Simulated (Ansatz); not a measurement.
# One shape, several levels: doublet SiCNCl2F+

Wanted: a comparison of 3 runs (UHF/3-21G, U-r2SCAN0/cc-pVDZ, UCAM-B3LYP/cc-pVDZ) of doublet SiCNCl2F+. 

The calculation is run with Ansatz 0.2.0.

136 further runs of the same task are left out: 6 that didn't finish, 130 set aside as unsound or not needed. Runs told in other sessions of the task aren't counted.

## Step 1: The structure to begin with

SiCNCl2F+: 6 atoms, total charge +1, spin state doublet. As SMILES of the parent species, `N#C[Si](F)(Cl)Cl`. The shape is that of a PBE0-D4/def2-TZVP optimisation. That shape belongs to the parent species and isn't relaxed for this state.

Bond lengths: N1–C2 1.151 Å, C2–Si3 1.830 Å, Si3–F4 1.572 Å, Si3–Cl5 2.006 Å, Si3–Cl6 2.006 Å. Angles: N1–C2–Si3 179.1°, C2–Si3–F4 107.4°, C2–Si3–Cl5 109.0°, C2–Si3–Cl6 109.0°, F4–Si3–Cl5 109.6°, F4–Si3–Cl6 109.6°, Cl5–Si3–Cl6 112.0°.

## Step 2: The energy at UHF/3-21G (run 1)

Input file job.yaml:

```yaml
crystal:
  periodic: [false, false, false]
  atoms:
    - {symbol: "N", position_ang: [1.752600, -1.361000, 1.114200]}
    - {symbol: C, position_ang: [0.923100, -0.763300, 0.585900]}
    - {symbol: Si, position_ang: [-0.381900, 0.210300, -0.249400]}
    - {symbol: F, position_ang: [-1.471500, -0.801900, -0.758800]}
    - {symbol: Cl, position_ang: [0.422900, 1.177100, -1.812500]}
    - {symbol: Cl, position_ang: [-1.203100, 1.474700, 1.074300]}
basis:
  gaussian:
    orbitals: 3-21G.json
accuracy: high
total_charge: 1
magnetization:
  spin_polarized: true
  initial_magnetization: 1
output: {orbitals: {seedname: orbitals}}
hamiltonian:
  xc: hf
```

The basis set 3-21G is read from a file made from the Basis Set Exchange's data (not shown).

On the command line:

```
ansatz run job.yaml --threads 1 --pin off --max-ram 3480MiB --events-out events.jsonl --progress --plain --runs-dir runs
```

The program printed:

```text
Warning: RAYON_NUM_THREADS=1 ignored (pool sized by the plan → 1); use --threads N
Functional definition: HF
  name "HF"
  exchange = exact_x
  correlation = 0
1484 factors; integrals over basis functions are off by at most 7.4e-9 eV
mean field evaluation 1: about -37883.1489 eV, gradient 3.0e1 eV
mean field evaluation 2: about -37883.1619 eV, gradient 3.0e1 eV
mean field evaluation 4: about -37886.9572 eV, gradient 6.1e0 eV
mean field evaluation 8: about -37887.3905 eV, gradient 2.1e0 eV
mean field evaluation 16: about -37888.2102 eV, gradient 9.9e-2 eV
mean field evaluation 32: about -37888.1654 eV, gradient 1.4e-1 eV
mean field evaluation 64: about -37888.0246 eV, gradient 1.5e0 eV
mean field evaluation 96: about -37888.2097 eV, gradient 3.0e-2 eV
mean field evaluation 128: about -37888.2064 eV, gradient 4.4e-2 eV
mean field evaluation 160: about -37888.0224 eV, gradient 1.4e0 eV
mean field evaluation 192: about -37888.3418 eV, gradient 5.6e-4 eV
mean field evaluation 224: about -37887.5917 eV, gradient 3.2e0 eV
mean field evaluation 256: about -37887.6490 eV, gradient 2.3e0 eV
mean field evaluation 288: about -37886.6930 eV, gradient 6.2e0 eV
mean field evaluation 320: about -37887.3036 eV, gradient 3.1e0 eV
mean field evaluation 352: about -37887.9655 eV, gradient 1.8e-1 eV
mean field evaluation 384: about -37888.1215 eV, gradient 2.7e-1 eV
mean field evaluation 416: about -37888.0272 eV, gradient 3.6e-3 eV
mean field -37888.34176789 eV, -1392.3708783296 hartree, gradient 2.1e-8 eV, S^2 1.181148; 7 other end points of the search recorded, 0 dependent functions left out
reference -37888.34176789 eV, -1392.3708783296 hartree; 35, 34 occupied and 31, 32 virtual orbitals, 1484 factors
Total energy: -37888.34176789 eV, -1392.3708783296 hartree
```

It took 28 s on 1 thread of Arm Neoverse V1, shared host; peak memory 0.25 GiB.

## Step 3: A single-point energy at U-r2SCAN0/cc-pVDZ (run 2)

Input file molecule.yaml:

```yaml
basis:
  gaussian: {orbitals: cc-pVDZ}
crystal:
  periodic: [false, false, false]
  atoms:
    - {symbol: N, position_ang: [1.752600, -1.361000, 1.114200]}
    - {symbol: C, position_ang: [0.923100, -0.763300, 0.585900]}
    - {symbol: Si, position_ang: [-0.381900, 0.210300, -0.249400]}
    - {symbol: F, position_ang: [-1.471500, -0.801900, -0.758800]}
    - {symbol: Cl, position_ang: [0.422900, 1.177100, -1.812500]}
    - {symbol: Cl, position_ang: [-1.203100, 1.474700, 1.074300]}
total_charge: 1
magnetization: {spin_polarized: true, initial_magnetization: 1}
hamiltonian: {xc: {name: r2SCAN0}}
accuracy: high
output: {orbitals: {seedname: orbitals}}
```

On the command line:

```
ansatz run molecule.yaml --threads 1 --pin off --max-ram 3480MiB --events-out events.jsonl --progress --plain --runs-dir runs
```

The program printed:

```text
Warning: RAYON_NUM_THREADS=1 ignored (pool sized by the plan → 1); use --threads N
Functional definition: r2SCAN0
  name "r2SCAN0"
  parameter a = 0.25
  parameter k0 = 0.174
  parameter k1 = 0.065
  parameter a1 = 4.9479
  exchange = (1 - a)*r2scan_x(k0 = k0, k1 = k1, a1 = a1) + a*exact_x
  correlation = r2scan_c
2106 factors; integrals over basis functions are off by at most 3.2e-9 eV
mean field evaluation 1: about -38145.3129 eV, gradient 4.1e1 eV
mean field evaluation 2: about -38117.5275 eV, gradient 8.4e1 eV
mean field evaluation 4: about -38152.0051 eV, gradient 5.6e0 eV
mean field evaluation 8: about -38152.3350 eV, gradient 1.4e0 eV
mean field evaluation 16: about -38152.6192 eV, gradient 8.4e-2 eV
mean field evaluation 32: about -38152.6215 eV, gradient 5.2e-4 eV
mean field evaluation 64: about -38152.6215 eV, gradient 3.4e-7 eV
mean field -38152.62153903 eV, -1402.0829807836 hartree, gradient 9.2e-8 eV, S^2 0.762901; 6 other end points of the search recorded, 0 dependent functions left out
reference -38152.62153999 eV, -1402.0829808188 hartree; 35, 34 occupied and 61, 62 virtual orbitals, 2106 factors
Total energy: -38152.62153999 eV, -1402.0829808188 hartree
```

Run time: 2.6 min. Hardware: 1 thread of Arm Neoverse V1, shared host; peak memory 0.74 GiB.

## Step 4: The energy at UCAM-B3LYP/cc-pVDZ (run 3)

Input file run.yaml:

```yaml
crystal:
  periodic: [false, false, false]
  atoms:
    - {symbol: N, position_ang: [1.752600, -1.361000, 1.114200]}
    - {symbol: C, position_ang: [0.923100, -0.763300, 0.585900]}
    - {symbol: Si, position_ang: [-0.381900, 0.210300, -0.249400]}
    - {symbol: F, position_ang: [-1.471500, -0.801900, -0.758800]}
    - {symbol: Cl, position_ang: [0.422900, 1.177100, -1.812500]}
    - {symbol: Cl, position_ang: [-1.203100, 1.474700, 1.074300]}
basis:
  gaussian:
    orbitals: cc-pVDZ
output: {orbitals: {seedname: orbitals}}
accuracy: high
total_charge: 1
hamiltonian:
  xc: {name: CAM-B3LYP}
magnetization:
  spin_polarized: true
  initial_magnetization: 1
```

On the command line:

```
ansatz run run.yaml --threads 1 --pin off --max-ram 3480MiB --events-out events.jsonl --progress --plain --runs-dir runs
```

The program printed (excerpt; [...] marks lines left out):

```text
Warning: RAYON_NUM_THREADS=1 ignored (pool sized by the plan → 1); use --threads N
Functional definition: CAM-B3LYP
  name "CAM-B3LYP"
[...]
2106 factors; integrals over basis functions are off by at most 3.2e-9 eV
435 factors; integrals over basis functions are off by at most 1.1e-9 eV
[...]
mean field -38157.27946741 eV, -1402.2541564944 hartree, gradient 7.3e-8 eV, S^2 0.761630; 6 other end points of the search recorded, 0 dependent functions left out
reference -38157.27948600 eV, -1402.2541571774 hartree; 35, 34 occupied and 61, 62 virtual orbitals, 2106 factors
Total energy: -38157.27948600 eV, -1402.2541571774 hartree
```

Wall time 68 s (1 thread of Arm Neoverse V1, shared host); peak memory 0.66 GiB.

## Step 5: The series

```csv
run,level,energy (Eh),HOMO energy (eV),LUMO energy (eV),⟨S²⟩,wall time
1,UHF/3-21G,-1392.370878,-18.11,-9.62,1.181,28 s
2,U-r2SCAN0/cc-pVDZ,-1402.082981,-16.05,-14.46,0.763,2.6 min
3,UCAM-B3LYP/cc-pVDZ,-1402.254157,-16.88,-13.61,0.762,68 s
```

## Step 6: Results

```
                                 quantity           value
                      run 3: total energy  -1402.25416 Eh
run 3: HOMO energy (highest over α and β)       -16.88 eV
 run 3: LUMO energy (lowest over α and β)       -13.61 eV
                              run 3: ⟨S²⟩           0.762
```

Totals of different functionals can't be ranked against each other. Spin contamination of the reference: run 1 ⟨S²⟩ = 1.18. All runs together took 4.2 min, the longest 2.6 min.
